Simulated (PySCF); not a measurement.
# H10N2O2Si3: the cost of one run

Computed with PySCF 2.14.0 and routines of our own; the level stands in each step. Atoms count from 0.

## (1) The system as given

17 atoms, charge 0, multiplicity 1; geometry from: GFN2-xTB.

## (2) Magnetic properties: GIAO BHandHLYP/pcSseg-1

The job: settings as JSON, then the geometry in Å.

```
{"job": {"kind": "mag", "xc": "BHandHLYP", "basis": "pcSseg-1", "isotopologues": 2}, "charge": 0, "multiplicity": 1}
N     -1.267509     0.753318     1.807694
Si    -2.048760    -0.199053     0.572004
O     -0.896663    -0.773558    -0.387528
Si     0.455555    -0.579861    -1.327308
N      1.352555    -2.047149    -1.402156
Si     1.724126     1.087400    -0.405793
O      0.800412     2.100945     0.458275
H     -0.628202     0.263136     2.416915
H     -1.860238     1.341187     2.372160
H     -2.731932    -1.395923     1.060943
H     -2.900195     0.754416    -0.131519
H     -0.133011    -0.456495    -2.666018
H      0.902860    -2.892143    -1.715044
H      2.046736    -2.264585    -0.707109
H      2.794026     0.581715     0.482175
H      2.351173     1.974577    -1.386206
H      0.032070     1.764104     0.948603
```

With the program's defaults for keys left out, this is: GIAO BHandHLYP/pcSseg-1 magnetisability, rotational g tensor and spin-rotation constants, non-relativistic, gas phase.

Command:

```bash
OMP_NUM_THREADS=1 python excited_run.py task.json out
```

One launch serves the whole session: the jobs run in the order shown.

**Question.** How long does this first job take on 1 thread of Arm Neoverse N1, shared host, and how much memory does it need?

About 55 s, with a peak of 0.84 GiB.
